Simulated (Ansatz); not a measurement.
**C4H11Al (AlEt2H): levels of theory compared**

Wanted: a comparison of 4 runs (HF/STO-3G, HF/def2-SVP, PBE/3-21G, PBE0/def2-SVP) of C4H11Al (AlEt2H). 

The calculation is run with Ansatz 0.2.0.

5 further runs of the same task are left out: 1 that didn't finish, 4 set aside as unsound or not needed.

### 1 The structure to begin with

C4H11Al has 16 atoms, charge 0, and is taken as a singlet. As SMILES, `[H][Al]([CH2]C)[CH2]C`. Geometry: a GFN2-xTB relaxation, a rough one for these elements and not checked as a minimum. This is one conformer, not always the lowest.

Bond lengths: Al1–C2 2.005 Å, C2–C3 1.541 Å, Al1–C9 2.006 Å, C9–C10 1.540 Å, C2–H4 1.102 Å, C2–H5 1.102 Å, C3–H6 1.091 Å, C3–H7 1.090 Å, C3–H8 1.090 Å, C9–H11 1.100 Å, C9–H12 1.100 Å, C10–H13 1.090 Å, C10–H14 1.091 Å, C10–H15 1.091 Å, Al1–H16 1.554 Å. Some angles: Al1–C2–C3 113.1°, C2–Al1–C9 128.2°, Al1–C9–C10 106.3°, Al1–C2–H4 112.3°, Al1–C2–H5 109.6°, C3–C2–H4 107.8°, C3–C2–H5 108.9°, C2–Al1–H16 117.2°, C9–Al1–H16 114.5°, C2–C3–H6 111.6°.

### 2 Energy and gradient at HF/STO-3G (run 1)

The input, job.yaml:

```yaml
crystal:
  periodic: [false, false, false]
  atoms:
    - {symbol: Al, position_ang: [-0.134440, -0.598240, -0.557360]}
    - {symbol: C, position_ang: [1.692650, -1.183940, 0.024960]}
    - {symbol: C, position_ang: [2.077720, -0.665140, 1.424340]}
    - {symbol: H, position_ang: [2.477270, -0.866520, -0.680020]}
    - {symbol: H, position_ang: [1.745690, -2.284830, 0.025160]}
    - {symbol: H, position_ang: [3.095470, -0.951840, 1.691930]}
    - {symbol: H, position_ang: [2.012070, 0.422630, 1.463170]}
    - {symbol: H, position_ang: [1.402160, -1.064690, 2.180760]}
    - {symbol: C, position_ang: [-1.005550, 1.189520, -0.297070]}
    - {symbol: C, position_ang: [-2.427220, 1.065200, -0.875570]}
    - {symbol: H, position_ang: [-0.485800, 2.015510, -0.804190]}
    - {symbol: H, position_ang: [-1.073840, 1.505710, 0.754180]}
    - {symbol: H, position_ang: [-2.983150, 1.999760, -0.795000]}
    - {symbol: H, position_ang: [-2.385960, 0.779420, -1.928110]}
    - {symbol: H, position_ang: [-2.984000, 0.287940, -0.350340]}
    - {symbol: H, position_ang: [-1.023060, -1.650470, -1.276850]}
basis:
  gaussian: {orbitals: STO-3G}
hamiltonian: {xc: hf}
accuracy: high
output: {forces: true, orbitals: {seedname: orbitals}}
```

Run with:

```sh
$ ansatz run job.yaml --threads 1 --pin off --max-ram 3480MiB --events-out events.jsonl --progress --plain --runs-dir runs
```

Log, shortened:

```text
Warning: RAYON_NUM_THREADS=1 ignored (pool sized by the plan → 1); use --threads N
Functional definition: HF
  name "HF"
[...]
839 factors; integrals over basis functions are off by at most 4.6e-9 eV
[...]
mean field -10750.38089062 eV, -395.0692108602 hartree, gradient 2.6e-8 eV, S^2 0.000000; 0 other end points of the search recorded, 0 dependent functions left out
[...]
reference -10750.38089062 eV, -395.0692108602 hartree; 24, 24 occupied and 16, 16 virtual orbitals, 839 factors
Total energy: -10750.38089062 eV, -395.0692108602 hartree
Atom 0 at    -0.134440    -0.598240    -0.557360 Å, force     0.046420    -0.187256    -0.085522 eV/Å
Atom 1 at     1.692650    -1.183940     0.024960 Å, force    -1.230296     0.195288    -1.004464 eV/Å
Atom 2 at     2.077720    -0.665140     1.424340 Å, force    -0.014051     0.020185     0.063550 eV/Å
Atom 3 at     2.477270    -0.866520    -0.680020 Å, force    -0.607156    -0.022618     0.285806 eV/Å
Atom 4 at     1.745690    -2.284830     0.025160 Å, force    -0.132529     0.675285     0.081867 eV/Å
Atom 5 at     3.095470    -0.951840     1.691930 Å, force    -0.174054     0.065016     0.071039 eV/Å
Atom 6 at     2.012070     0.422630     1.463170 Å, force     0.096515    -0.149235     0.093182 eV/Å
Atom 7 at     1.402160    -1.064690     2.180760 Å, force     0.174807     0.082740     0.014512 eV/Å
Atom 8 at    -1.005550     1.189520    -0.297070 Å, force     1.307127    -1.194924     0.089562 eV/Å
Atom 9 at    -2.427220     1.065200    -0.875570 Å, force    -0.186084     0.133803    -0.041690 eV/Å
Atom 10 at    -0.485800     2.015510    -0.804190 Å, force    -0.165333    -0.591399     0.122956 eV/Å
Atom 11 at    -1.073840     1.505710     0.754180 Å, force     0.060971    -0.396206    -0.492856 eV/Å
Atom 12 at    -2.983150     1.999760    -0.795000 Å, force    -0.039676    -0.169040    -0.063300 eV/Å
Atom 13 at    -2.385960     0.779420    -1.928110 Å, force    -0.154254     0.145783     0.180473 eV/Å
Atom 14 at    -2.984000     0.287940    -0.350340 Å, force    -0.047627     0.218022    -0.122276 eV/Å
Atom 15 at    -1.023060    -1.650470    -1.276850 Å, force     1.065221     1.174555     0.807161 eV/Å
Dipole moment:     0.043159    -0.005224    -0.025109 e Å
```

Wall time 1.9 s (1 thread of Intel Xeon at 2.70GHz, shared host).

### 3 Energy and forces at HF/def2-SVP (run 2)

The input, run.yaml:

```yaml
crystal:
  periodic: [false, false, false]
  atoms:
    - {symbol: Al, position_ang: [-0.134440, -0.598240, -0.557360]}
    - {symbol: C, position_ang: [1.692650, -1.183940, 0.024960]}
    - {symbol: C, position_ang: [2.077720, -0.665140, 1.424340]}
    - {symbol: H, position_ang: [2.477270, -0.866520, -0.680020]}
    - {symbol: H, position_ang: [1.745690, -2.284830, 0.025160]}
    - {symbol: H, position_ang: [3.095470, -0.951840, 1.691930]}
    - {symbol: H, position_ang: [2.012070, 0.422630, 1.463170]}
    - {symbol: H, position_ang: [1.402160, -1.064690, 2.180760]}
    - {symbol: C, position_ang: [-1.005550, 1.189520, -0.297070]}
    - {symbol: C, position_ang: [-2.427220, 1.065200, -0.875570]}
    - {symbol: H, position_ang: [-0.485800, 2.015510, -0.804190]}
    - {symbol: H, position_ang: [-1.073840, 1.505710, 0.754180]}
    - {symbol: H, position_ang: [-2.983150, 1.999760, -0.795000]}
    - {symbol: H, position_ang: [-2.385960, 0.779420, -1.928110]}
    - {symbol: H, position_ang: [-2.984000, 0.287940, -0.350340]}
    - {symbol: H, position_ang: [-1.023060, -1.650470, -1.276850]}
basis:
  gaussian:
    orbitals: def2-SVP
accuracy: high
hamiltonian:
  xc: hf
output:
  forces: true
  orbitals: {seedname: orbitals}
total_charge: 0
```

Run with:

```sh
$ ansatz run run.yaml --threads 1 --pin off --max-ram 3480MiB --events-out events.jsonl --progress --plain --runs-dir runs
```

Log, shortened:

```text
Warning: RAYON_NUM_THREADS=1 ignored (pool sized by the plan → 1); use --threads N
Functional definition: HF
  name "HF"
[...]
3223 factors; integrals over basis functions are off by at most 2.4e-8 eV
[...]
mean field -10873.42393045 eV, -399.5909591725 hartree, gradient 9.9e-8 eV, S^2 0.000000; 0 other end points of the search recorded, 0 dependent functions left out
[...]
reference -10873.42393045 eV, -399.5909591725 hartree; 24, 24 occupied and 105, 105 virtual orbitals, 3223 factors
Total energy: -10873.42393045 eV, -399.5909591725 hartree
Atom 0 at    -0.134440    -0.598240    -0.557360 Å, force     0.669242     0.333115     0.255086 eV/Å
Atom 1 at     1.692650    -1.183940     0.024960 Å, force     0.017578     0.056440     0.150214 eV/Å
Atom 2 at     2.077720    -0.665140     1.424340 Å, force    -0.071335    -0.070262    -0.344477 eV/Å
[...]
Atom 6 at     2.012070     0.422630     1.463170 Å, force     0.066518     0.089103     0.128611 eV/Å
Atom 7 at     1.402160    -1.064690     2.180760 Å, force     0.019696     0.010428     0.207380 eV/Å
Atom 8 at    -1.005550     1.189520    -0.297070 Å, force    -0.082822    -0.133660    -0.055094 eV/Å
Atom 9 at    -2.427220     1.065200    -0.875570 Å, force     0.226686     0.114098     0.103046 eV/Å
Atom 10 at    -0.485800     2.015510    -0.804190 Å, force     0.119025    -0.197080     0.050181 eV/Å
Atom 11 at    -1.073840     1.505710     0.754180 Å, force     0.153708    -0.153494    -0.074572 eV/Å
Atom 12 at    -2.983150     1.999760    -0.795000 Å, force    -0.123680     0.030318    -0.033074 eV/Å
Atom 13 at    -2.385960     0.779420    -1.928110 Å, force    -0.181373     0.036209    -0.051183 eV/Å
Atom 14 at    -2.984000     0.287940    -0.350340 Å, force    -0.187553     0.016288    -0.052031 eV/Å
Atom 15 at    -1.023060    -1.650470    -1.276850 Å, force    -0.302040    -0.348023    -0.258959 eV/Å
Dipole moment:     0.081915     0.094057     0.046349 e Å
```

It took 17 s on 1 thread of Intel Xeon at 2.70GHz, shared host; peak memory 0.52 GiB.

### 4 Energy and gradient at PBE/3-21G (run 3)

Edit job.yaml of step 2 so:

```diff
@@ -20,5 +20,9 @@
 basis:
-  gaussian: {orbitals: STO-3G}
-hamiltonian: {xc: hf}
+  gaussian:
+    orbitals: 3-21G.json
+hamiltonian:
+  xc: {name: PBE}
+output:
+  forces: true
+  orbitals: {seedname: orbitals}
 accuracy: high
-output: {forces: true, orbitals: {seedname: orbitals}}
```

The basis set 3-21G is read from a file made from the Basis Set Exchange's data (not shown).

Run with:

```sh
$ ansatz run job.yaml --threads 1 --pin off --max-ram 3480MiB --events-out events.jsonl --progress --plain --runs-dir runs
```

Log, shortened:

```text
Warning: RAYON_NUM_THREADS=1 ignored (pool sized by the plan → 1); use --threads N
Functional definition: PBE
  name "PBE"
[...]
1804 factors; integrals over basis functions are off by at most 1.2e-8 eV
[...]
mean field -10854.18185056 eV, -398.8838257794 hartree, gradient 3.8e-8 eV, S^2 0.000000; 0 other end points of the search recorded, 0 dependent functions left out
[...]
reference -10854.18185470 eV, -398.8838259316 hartree; 24, 24 occupied and 47, 47 virtual orbitals, 1804 factors
Total energy: -10854.18185470 eV, -398.8838259316 hartree
Atom 0 at    -0.134440    -0.598240    -0.557360 Å, force     0.849349     0.663157     0.471512 eV/Å
Atom 1 at     1.692650    -1.183940     0.024960 Å, force    -0.066006    -0.054838    -0.083404 eV/Å
Atom 2 at     2.077720    -0.665140     1.424340 Å, force    -0.128617     0.072084    -0.082825 eV/Å
[...]
Atom 6 at     2.012070     0.422630     1.463170 Å, force     0.013141     0.507608     0.074386 eV/Å
Atom 7 at     1.402160    -1.064690     2.180760 Å, force    -0.262170    -0.172552     0.445229 eV/Å
Atom 8 at    -1.005550     1.189520    -0.297070 Å, force     0.122756    -0.106060     0.036112 eV/Å
Atom 9 at    -2.427220     1.065200    -0.875570 Å, force     0.023196    -0.028167    -0.012249 eV/Å
Atom 10 at    -0.485800     2.015510    -0.804190 Å, force     0.332372     0.094157    -0.184640 eV/Å
Atom 11 at    -1.073840     1.505710     0.754180 Å, force     0.120452    -0.078013     0.348027 eV/Å
Atom 12 at    -2.983150     1.999760    -0.795000 Å, force    -0.304220     0.448739     0.026473 eV/Å
Atom 13 at    -2.385960     0.779420    -1.928110 Å, force    -0.101066    -0.091427    -0.462723 eV/Å
Atom 14 at    -2.984000     0.287940    -0.350340 Å, force    -0.350308    -0.306481     0.181536 eV/Å
Atom 15 at    -1.023060    -1.650470    -1.276850 Å, force    -0.663324    -0.726028    -0.524743 eV/Å
Dipole moment:     0.082204     0.110823     0.062448 e Å
```

Wall time 9.6 s (1 thread of Intel Xeon at 2.70GHz, shared host).

### 5 Energy and forces at PBE0/def2-SVP (run 4)

The input, input.yaml:

```yaml
crystal:
  periodic: [false, false, false]
  atoms:
    - {symbol: Al, position_ang: [-0.134440, -0.598240, -0.557360]}
    - {symbol: C, position_ang: [1.692650, -1.183940, 0.024960]}
    - {symbol: C, position_ang: [2.077720, -0.665140, 1.424340]}
    - {symbol: H, position_ang: [2.477270, -0.866520, -0.680020]}
    - {symbol: H, position_ang: [1.745690, -2.284830, 0.025160]}
    - {symbol: H, position_ang: [3.095470, -0.951840, 1.691930]}
    - {symbol: H, position_ang: [2.012070, 0.422630, 1.463170]}
    - {symbol: H, position_ang: [1.402160, -1.064690, 2.180760]}
    - {symbol: C, position_ang: [-1.005550, 1.189520, -0.297070]}
    - {symbol: C, position_ang: [-2.427220, 1.065200, -0.875570]}
    - {symbol: H, position_ang: [-0.485800, 2.015510, -0.804190]}
    - {symbol: H, position_ang: [-1.073840, 1.505710, 0.754180]}
    - {symbol: H, position_ang: [-2.983150, 1.999760, -0.795000]}
    - {symbol: H, position_ang: [-2.385960, 0.779420, -1.928110]}
    - {symbol: H, position_ang: [-2.984000, 0.287940, -0.350340]}
    - {symbol: H, position_ang: [-1.023060, -1.650470, -1.276850]}
basis:
  gaussian:
    orbitals: def2-SVP
magnetization:
  spin_polarized: false
  initial_magnetization: 0
output: {forces: true, orbitals: {seedname: orbitals}}
hamiltonian:
  xc: {name: PBE0}
accuracy: high
```

Run with:

```sh
$ ansatz run input.yaml --threads 1 --pin off --max-ram 3480MiB --events-out events.jsonl --progress --plain --runs-dir runs
```

Log, shortened:

```text
Warning: RAYON_NUM_THREADS=1 ignored (pool sized by the plan → 1); use --threads N
Functional definition: PBE0
  name "PBE0"
[...]
3223 factors; integrals over basis functions are off by at most 2.4e-8 eV
[...]
mean field -10910.51065112 eV, -400.9538710190 hartree, gradient 6.1e-8 eV, S^2 0.000000; 0 other end points of the search recorded, 0 dependent functions left out
[...]
reference -10910.51065452 eV, -400.9538711438 hartree; 24, 24 occupied and 105, 105 virtual orbitals, 3223 factors
Total energy: -10910.51065452 eV, -400.9538711438 hartree
Atom 0 at    -0.134440    -0.598240    -0.557360 Å, force     0.763020     0.522917     0.369115 eV/Å
Atom 1 at     1.692650    -1.183940     0.024960 Å, force    -0.238627     0.291389     0.393097 eV/Å
Atom 2 at     2.077720    -0.665140     1.424340 Å, force    -0.229901    -0.197663    -0.712418 eV/Å
[...]
Atom 6 at     2.012070     0.422630     1.463170 Å, force     0.035277     0.401520     0.135097 eV/Å
Atom 7 at     1.402160    -1.064690     2.180760 Å, force    -0.168339    -0.095285     0.407623 eV/Å
Atom 8 at    -1.005550     1.189520    -0.297070 Å, force    -0.269178    -0.474392    -0.232573 eV/Å
Atom 9 at    -2.427220     1.065200    -0.875570 Å, force     0.646067     0.080414     0.254284 eV/Å
Atom 10 at    -0.485800     2.015510    -0.804190 Å, force     0.275059     0.027839    -0.073040 eV/Å
Atom 11 at    -1.073840     1.505710     0.754180 Å, force     0.155350    -0.060312     0.213128 eV/Å
Atom 12 at    -2.983150     1.999760    -0.795000 Å, force    -0.286544     0.314998    -0.007262 eV/Å
Atom 13 at    -2.385960     0.779420    -1.928110 Å, force    -0.158155    -0.067470    -0.356427 eV/Å
Atom 14 at    -2.984000     0.287940    -0.350340 Å, force    -0.335725    -0.224076     0.095287 eV/Å
Atom 15 at    -1.023060    -1.650470    -1.276850 Å, force    -0.393751    -0.422163    -0.316152 eV/Å
Dipole moment:     0.080052     0.100647     0.054597 e Å
```

Run time: 22 s. Hardware: 1 thread of Intel Xeon at 2.70GHz, shared host; peak memory 0.58 GiB.

### 6 Overview of the runs

| run | level | energy (Eh) | dipole moment (D) | HOMO energy (eV) | LUMO energy (eV) | wall time |
| --- | --- | --- | --- | --- | --- | --- |
| 1 | HF/STO-3G | -395.069211 | 0.24 | -8.15 | 8.71 | 1.9 s |
| 2 | HF/def2-SVP | -399.590959 | 0.64 | -10.12 | 1.84 | 17 s |
| 3 | PBE/3-21G | -398.883826 | 0.73 | -5.70 | -1.67 | 9.6 s |
| 4 | PBE0/def2-SVP | -400.953871 | 0.67 | -7.11 | -0.97 | 22 s |

### 7 Summary of results

```
                       quantity          value
            run 4: total energy  -400.95387 Eh
           run 4: dipole moment         0.67 D
             run 4: HOMO energy       -7.11 eV
             run 4: LUMO energy       -0.97 eV
           run 4: HOMO–LUMO gap        6.14 eV
run 4: largest force on an atom     0.996 eV/Å
```

What this shows: The dipole moment (its size) runs from 0.24 D (HF/STO-3G) to 0.73 D (PBE/3-21G). The two ends differ in method and basis. The HOMO–LUMO gap runs from 4.03 eV (PBE/3-21G) to 16.86 eV (HF/STO-3G). Totals of different functionals can't be ranked against each other. In run 1 the basis is minimal, so the values are rough. All runs together took 50 s, the longest 22 s.
